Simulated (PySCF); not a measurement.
# CH3B2BrF (SMILES FB[CH]BBr): UCCSD(T)/6-31G

What is the vertical doublet–quartet gap of CH3B2BrF at UCCSD(T)/6-31G? Input form: a Python script.

The calculation is run with PySCF 2.14.0.

### Step 1. Starting point

The species is CH3B2BrF (8 atoms), meant as a doublet with charge 0. As SMILES, `FB[CH]BBr`. The coordinates come from a GFN2-xTB relaxation. This is one conformer, not always the lowest.

Bond lengths: F1–B2 1.322 Å, B2–C3 1.540 Å, C3–B4 1.505 Å, B4–Br5 1.885 Å, B2–H6 1.175 Å, C3–H7 1.086 Å, B4–H8 1.173 Å. Angles: F1–B2–C3 119.1°, B2–C3–B4 126.7°, C3–B4–Br5 120.6°, F1–B2–H6 116.6°, C3–B2–H6 124.3°, B2–C3–H7 115.2°, B4–C3–H7 118.0°, C3–B4–H8 122.8°, Br5–B4–H8 116.6°.

### Step 2. The energy at UCCSD(T)/6-31G

Input file calc.py:

```python
from pyscf import gto, cc

mol = gto.Mole()
mol.atom = '''
F    0.928530   0.072490   2.339570
B    0.352320   0.474620   1.219670
C    0.356780  -0.462440  -0.001870
B   -0.522140  -0.358360  -1.219440
Br  -1.245500   1.302270  -1.742860
H   -0.107920   1.555630   1.223130
H    1.047540  -1.297660   0.058550
H   -0.809610  -1.286550  -1.876740
'''
mol.max_memory = 1860
mol.spin = 1
mol.basis = '6-31g'
mol.verbose = 3
mol.build()

mf = mol.UHF()
mf.conv_tol = 1e-10
mf.kernel()
if not mf.converged:
    mf = mf.newton().run(mf.mo_coeff, mf.mo_occ)

mycc = cc.CCSD(mf, frozen=13)
mycc.kernel()
e_t = mycc.ccsd_t()
energy = mycc.e_tot + e_t
print(f'total energy: {energy:.8f} hartree')
```

Run with:

```sh
$ OMP_NUM_THREADS=1 python calc.py
```

The log of the run:

```text
converged SCF energy = -2760.46292546396  <S^2> = 0.75612375  2S+1 = 2.0061144
E(UCCSD) = -2760.941869212188  E_corr = -0.4789437482287842
UCCSD(T) correction = -0.0092222469901067
total energy: -2760.95109146 hartree
```

Wall time 91 s (1 thread of Arm Neoverse V2, shared host); peak memory 0.52 GiB.

### Step 3. The quartet

Input file job.py:

```python
from pyscf import gto, cc

mol = gto.M(
    atom='''
F      0.928530     0.072490     2.339570
B      0.352320     0.474620     1.219670
C      0.356780    -0.462440    -0.001870
B     -0.522140    -0.358360    -1.219440
Br    -1.245500     1.302270    -1.742860
H     -0.107920     1.555630     1.223130
H      1.047540    -1.297660     0.058550
H     -0.809610    -1.286550    -1.876740
''',
    basis='6-31g',
    spin=3,
    verbose=4,
    max_memory=1860,
)

mf = mol.UHF()
mf.conv_tol = 1e-10
mf.kernel()
if not mf.converged:
    mf = mf.newton().run(mf.mo_coeff, mf.mo_occ)

mycc = cc.CCSD(mf, frozen=13)
mycc.kernel()
e_t = mycc.ccsd_t()
etot = mycc.e_tot + e_t
print('E(%s) = %.9f' % ('CCSD(T)', etot))
```

Run with:

```sh
$ OMP_NUM_THREADS=1 python job.py
```

The log of the run:

```text
PySCF version 2.14.0

[INPUT] num. atoms = 8
[INPUT] num. electrons = 63
[INPUT] charge = 0
[INPUT] spin (= nelec alpha-beta = 2S) = 3
[INPUT] symmetry False subgroup None
[INPUT] Mole.unit = angstrom
[INPUT] Symbol           X                Y                Z      unit          X                Y                Z       unit  Magmom
[INPUT]  1 F      0.928530000000   0.072490000000   2.339570000000 AA    1.754667398442   0.136986246770   4.421146549249 Bohr   0.0
[INPUT]  2 B      0.352320000000   0.474620000000   1.219670000000 AA    0.665788308207   0.896901813241   2.304842262348 Bohr   0.0
[INPUT]  3 C      0.356780000000  -0.462440000000  -0.001870000000 AA    0.674216486722  -0.873884949044  -0.003533787853 Bohr   0.0
[INPUT]  4 B     -0.522140000000  -0.358360000000  -1.219440000000 AA   -0.986701598680  -0.677202253999  -2.304407625340 Bohr   0.0
[INPUT]  5 Br    -1.245500000000   1.302270000000  -1.742860000000 AA   -2.353653888146   2.460933640237  -3.293528073459 Bohr   0.0
[INPUT]  6 H     -0.107920000000   1.555630000000   1.223130000000 AA   -0.203939243363   2.939714651157   2.311380714739 Bohr   0.0
[INPUT]  7 H      1.047540000000  -1.297660000000   0.058550000000 AA    1.979563704527  -2.452222002803   0.110643464593 Bohr   0.0
[INPUT]  8 H     -0.809610000000  -1.286550000000  -1.876740000000 AA   -1.529941167709  -2.431227145559  -3.546524607016 Bohr   0.0

nuclear repulsion = 246.905436127248
number of shells = 37
number of NR pGTOs = 190
number of NR cGTOs = 69
basis = 6-31g
ecp = {}

******** <class 'pyscf.scf.uhf.UHF'> ********
method = UHF
initial guess = minao
damping factor = 0
level_shift factor = 0
DIIS = <class 'pyscf.scf.diis.CDIIS'>
diis_start_cycle = 1
diis_space = 8
diis_damp = 0
SCF conv_tol = 1e-10
SCF conv_tol_grad = None
SCF max_cycles = 50
direct_scf = True
direct_scf_tol = 1e-13
number electrons alpha = 33  beta = 30
Set gradient conv threshold to 1e-05
init E= -2760.0194800279
[... the frontier-level lines of each cycle are left out ...]


cycle= 1 E= -2760.11493977597  delta_E= -0.0955  |g|= 0.386  |ddm|= 1.97
cycle= 2 E= -2760.18771516571  delta_E= -0.0728  |g|= 0.252  |ddm|= 0.743
cycle= 3 E= -2760.21716425074  delta_E= -0.0294  |g|= 0.0518  |ddm|= 0.253
cycle= 4 E= -2760.22721576058  delta_E= -0.0101  |g|= 0.038  |ddm|= 0.19
cycle= 5 E= -2760.23573763327  delta_E= -0.00852  |g|= 0.0387  |ddm|= 0.17
cycle= 6 E= -2760.23934718296  delta_E= -0.00361  |g|= 0.0367  |ddm|= 0.0771
cycle= 7 E= -2760.25207785084  delta_E= -0.0127  |g|= 0.023  |ddm|= 0.341
cycle= 8 E= -2760.25466229852  delta_E= -0.00258  |g|= 0.0189  |ddm|= 0.105
cycle= 9 E= -2760.25678643746  delta_E= -0.00212  |g|= 0.00891  |ddm|= 0.136
cycle= 10 E= -2760.25724908359  delta_E= -0.000463  |g|= 0.00514  |ddm|= 0.0547
cycle= 11 E= -2760.25740027828  delta_E= -0.000151  |g|= 0.00318  |ddm|= 0.0405
cycle= 12 E= -2760.25743681163  delta_E= -3.65e-05  |g|= 0.00239  |ddm|= 0.0248
cycle= 13 E= -2760.25745433948  delta_E= -1.75e-05  |g|= 0.00149  |ddm|= 0.0132
cycle= 14 E= -2760.25747100904  delta_E= -1.67e-05  |g|= 0.00102  |ddm|= 0.0126
cycle= 15 E= -2760.25748060266  delta_E= -9.59e-06  |g|= 0.000665  |ddm|= 0.00935
cycle= 16 E= -2760.25748558401  delta_E= -4.98e-06  |g|= 0.000474  |ddm|= 0.00729
cycle= 17 E= -2760.25748768785  delta_E= -2.1e-06  |g|= 0.000404  |ddm|= 0.00387
cycle= 18 E= -2760.25748943259  delta_E= -1.74e-06  |g|= 0.00035  |ddm|= 0.00349
cycle= 19 E= -2760.25749140006  delta_E= -1.97e-06  |g|= 0.000285  |ddm|= 0.00446
cycle= 20 E= -2760.2574938748  delta_E= -2.47e-06  |g|= 0.000165  |ddm|= 0.00823
cycle= 21 E= -2760.25749469482  delta_E= -8.2e-07  |g|= 7.22e-05  |ddm|= 0.00624
cycle= 22 E= -2760.25749476501  delta_E= -7.02e-08  |g|= 3.35e-05  |ddm|= 0.00168
cycle= 23 E= -2760.25749477109  delta_E= -6.08e-09  |g|= 2.28e-05  |ddm|= 0.00033
cycle= 24 E= -2760.25749477386  delta_E= -2.77e-09  |g|= 1.41e-05  |ddm|= 0.000211
cycle= 25 E= -2760.25749477517  delta_E= -1.31e-09  |g|= 7.67e-06  |ddm|= 0.000145
cycle= 26 E= -2760.25749477564  delta_E= -4.72e-10  |g|= 4.86e-06  |ddm|= 7.22e-05
cycle= 27 E= -2760.25749477581  delta_E= -1.74e-10  |g|= 3.17e-06  |ddm|= 4.17e-05
cycle= 28 E= -2760.2574947759  delta_E= -8.82e-11  |g|= 1.82e-06  |ddm|= 3.24e-05
Extra cycle  E= -2760.25749477592  delta_E= -1.82e-11  |g|= 1.5e-06  |ddm|= 5.2e-06
converged SCF energy = -2760.25749477592  <S^2> = 3.7623778  2S+1 = 4.0061841

******** <class 'pyscf.cc.uccsd.UCCSD'> ********
CC2 = 0
CCSD nocc = (np.int64(20), np.int64(17)), nmo = (56, 56)
frozen orbitals 13
max_cycle = 50
direct = 0
conv_tol = 1e-07
conv_tol_normt = 1e-06
diis_space = 6
diis_start_cycle = 0
diis_start_energy_diff = 1e+09
Init t2, MP2 energy = -0.446961947720949
Init E_corr(UCCSD) = -0.446961947725583
cycle = 1  E_corr(UCCSD) = -0.456623395723536  dE = -0.009661448  norm(t1,t2) = 0.105287
cycle = 2  E_corr(UCCSD) = -0.470488560360167  dE = -0.0138651646  norm(t1,t2) = 0.0472369
cycle = 3  E_corr(UCCSD) = -0.47356988107161  dE = -0.00308132071  norm(t1,t2) = 0.0366691
cycle = 4  E_corr(UCCSD) = -0.479737351888407  dE = -0.00616747082  norm(t1,t2) = 0.0263535
cycle = 5  E_corr(UCCSD) = -0.479899164555183  dE = -0.000161812667  norm(t1,t2) = 0.0156628
cycle = 6  E_corr(UCCSD) = -0.479616423193208  dE = 0.000282741362  norm(t1,t2) = 0.00779249
cycle = 7  E_corr(UCCSD) = -0.479996189138148  dE = -0.000379765945  norm(t1,t2) = 0.00453912
cycle = 8  E_corr(UCCSD) = -0.480032444359499  dE = -3.62552214e-05  norm(t1,t2) = 0.00204047
cycle = 9  E_corr(UCCSD) = -0.480050928585087  dE = -1.84842256e-05  norm(t1,t2) = 0.00134943
cycle = 10  E_corr(UCCSD) = -0.4800563415863  dE = -5.41300121e-06  norm(t1,t2) = 0.000849098
cycle = 11  E_corr(UCCSD) = -0.480061101789213  dE = -4.76020291e-06  norm(t1,t2) = 0.000566905
cycle = 12  E_corr(UCCSD) = -0.480064537049829  dE = -3.43526062e-06  norm(t1,t2) = 0.00040899
cycle = 13  E_corr(UCCSD) = -0.480059794237443  dE = 4.74281239e-06  norm(t1,t2) = 0.000300136
cycle = 14  E_corr(UCCSD) = -0.480056716293786  dE = 3.07794366e-06  norm(t1,t2) = 0.000209337
cycle = 15  E_corr(UCCSD) = -0.480056071635581  dE = 6.44658205e-07  norm(t1,t2) = 0.000149639
cycle = 16  E_corr(UCCSD) = -0.480057748258526  dE = -1.67662295e-06  norm(t1,t2) = 0.000102018
cycle = 17  E_corr(UCCSD) = -0.480059319170063  dE = -1.57091154e-06  norm(t1,t2) = 6.08149e-05
cycle = 18  E_corr(UCCSD) = -0.480060532990746  dE = -1.21382068e-06  norm(t1,t2) = 3.82894e-05
cycle = 19  E_corr(UCCSD) = -0.480060369090853  dE = 1.63899893e-07  norm(t1,t2) = 2.53087e-05
cycle = 20  E_corr(UCCSD) = -0.480060394109558  dE = -2.50187048e-08  norm(t1,t2) = 1.58421e-05
cycle = 21  E_corr(UCCSD) = -0.480060344798759  dE = 4.93107988e-08  norm(t1,t2) = 9.30854e-06
cycle = 22  E_corr(UCCSD) = -0.480060291972743  dE = 5.28260158e-08  norm(t1,t2) = 5.27321e-06
cycle = 23  E_corr(UCCSD) = -0.480060337870702  dE = -4.58979591e-08  norm(t1,t2) = 3.64078e-06
cycle = 24  E_corr(UCCSD) = -0.480060351769823  dE = -1.38991206e-08  norm(t1,t2) = 2.22232e-06
cycle = 25  E_corr(UCCSD) = -0.480060333450886  dE = 1.8318937e-08  norm(t1,t2) = 1.21033e-06
cycle = 26  E_corr(UCCSD) = -0.480060341134957  dE = -7.68407132e-09  norm(t1,t2) = 7.66317e-07
UCCSD converged
E(UCCSD) = -2760.737555117053  E_corr = -0.4800603411349573
UCCSD(T) correction = -0.0098692264394588
E(CCSD(T)) = -2760.747424343
```

It took 1.8 min on 1 thread of Arm Neoverse V2, shared host; peak memory 0.52 GiB.

### Step 4. Summary of results

Level: UCCSD(T)/6-31G, 13 core orbitals frozen.

| quantity | value |
| --- | --- |
| doublet: total energy | -2760.95109 Eh |
| doublet: dipole moment (Hartree–Fock density) | 1.50 D |
| doublet: HOMO energy (Hartree–Fock orbitals) (highest over α and β) | -11.14 eV |
| doublet: LUMO energy (Hartree–Fock orbitals) (lowest over α and β) | -0.22 eV |
| doublet: correlation energy (13 core orbitals frozen) | -488.2 mEh |
| doublet: (T) correction | -9.22 mEh |
| doublet: ⟨S²⟩ of the reference determinant | 0.756 |
| doublet: T1 diagnostic | 0.017 |
| quartet: total energy | -2760.74742 Eh |
| quartet: dipole moment (Hartree–Fock density) | 4.27 D |
| quartet: HOMO energy (Hartree–Fock orbitals) (highest over α and β) | -5.39 eV |
| quartet: LUMO energy (Hartree–Fock orbitals) (lowest over α and β) | -3.15 eV |
| quartet: correlation energy (13 core orbitals frozen) | -489.9 mEh |
| quartet: (T) correction | -9.87 mEh |
| quartet: ⟨S²⟩ of the reference determinant | 3.762 |
| quartet: T1 diagnostic | 0.033 |
| vertical energy of the quartet above the doublet | 5.542 eV |

What this shows: At this shape the quartet lies 5.54 eV (535 kJ/mol) above the doublet. Mulliken charges (doublet) of the mean-field density run from -0.59 on C3 to +0.75 on B2. The triples (doublet) make up 1.9 % of the correlation energy. Mulliken charges (quartet) of the mean-field density run from -0.48 on C3 to +0.69 on B2. The triples (quartet) make up 2.0 % of the correlation energy.
